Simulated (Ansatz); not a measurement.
**GaSi2: a trial structure relaxed**

Where does GaSi2 go from the start given, tetragonal zirconia type (P4_2/nmc, No. 137)?

Method: DFT r2SCAN, scalar-relativistic, plane waves, PAW, in Ansatz 0.2.0.

## Step 1: The structure to begin with

It takes space group P4_2/nmc (No. 137, tetragonal). The conventional cell has a = 4.127 Å, b = 4.127 Å, c = 5.941 Å, α = 90.00°, β = 90.00°, γ = 90.00°. Around Ga (site symmetry -4m2) lie 8 Si at 2.39 to 2.71 Å. Around Si (site symmetry 2mm) lie 4 Ga at 2.39 to 2.71 Å.

As a file:

```cif
data_structure
_symmetry_space_group_name_H-M 'P4_2/nmc:1'
_symmetry_Int_Tables_number 137
_cell_length_a 4.1266
_cell_length_b 4.1266
_cell_length_c 5.9408
_cell_angle_alpha 90.000
_cell_angle_beta 90.000
_cell_angle_gamma 90.000
_cell_volume 101.17
loop_
_atom_site_label
_atom_site_type_symbol
_atom_site_symmetry_multiplicity
_atom_site_Wyckoff_symbol
_atom_site_fract_x
_atom_site_fract_y
_atom_site_fract_z
_atom_site_occupancy
Ga1 Ga 2 a 0.00000 0.00000 0.00000 1
Si1 Si 4 d 0.00000 0.50000 0.20300 1
```

(A quick probe on a coarse mesh, which set the mesh and smearing, is not shown.)

## Step 3: A loose first relaxation

input.yaml reads:

```yaml
crystal:
  lattice:
    - [4.1266307485, 0.0, 0.0]
    - [0.0, 4.1266307485, 0.0]
    - [0.0, 0.0, 5.940760097]
  atoms:
    - { symbol: Ga, position: [0.0, 0.0, 0.0] }
    - { symbol: Ga, position: [0.5, 0.5, 0.5] }
    - { symbol: Si, position: [0.0, 0.5, 0.203] }
    - { symbol: Si, position: [0.0, 0.5, 0.703] }
    - { symbol: Si, position: [0.5, 0.0, 0.297] }
    - { symbol: Si, position: [0.5, 0.0, 0.797] }
basis:
  ecutwfc: 500
kpoints:
  mp_grid: { grid: [4, 4, 4] }
hamiltonian:
  xc: r2scan
scf:
  occupations: { method: gaussian, width: 0.1 }
  lower_state_search: "off"
output:
  forces: true
  stress: true
  eigenvalues: true
relax:
  adjacent_minimum: "off"
  f_tol: 0.04
  max_steps: 70
  cell: { stress_tol: 0.4 }
```

Command:

```sh
$ ansatz run input.yaml --threads 1 --pin off --max-ram 2560MiB --backend cpu --events-out ev --progress --plain --runs-dir out
```

The session goes on with these runs: rough relaxation on the coarse mesh; relaxing cell and atoms.

What does the calculation give?

**Answer**, as computed:

Formation energies count from the elements, computed with the same settings in runs not shown here.

```
                          quantity                                                                      value
               cell (conventional)  a = 3.508 Å, b = 3.508 Å, c = 8.452 Å, α = 90.00°, β = 90.00°, γ = 90.00°
                       space group                                                           I4/mmm (No. 139)
                            volume                                                              17.34 Å³/atom
                   gap on the mesh                                                               none (metal)
formation energy from the elements                                                             +0.427 eV/atom
```

**Reading.** The structure ended in another space group than at the start: P4_2/nmc to I4/mmm. The formation energy of +0.43 eV/atom is positive, so the elements lie lower than this structure; another structure of the compound can lie lower.
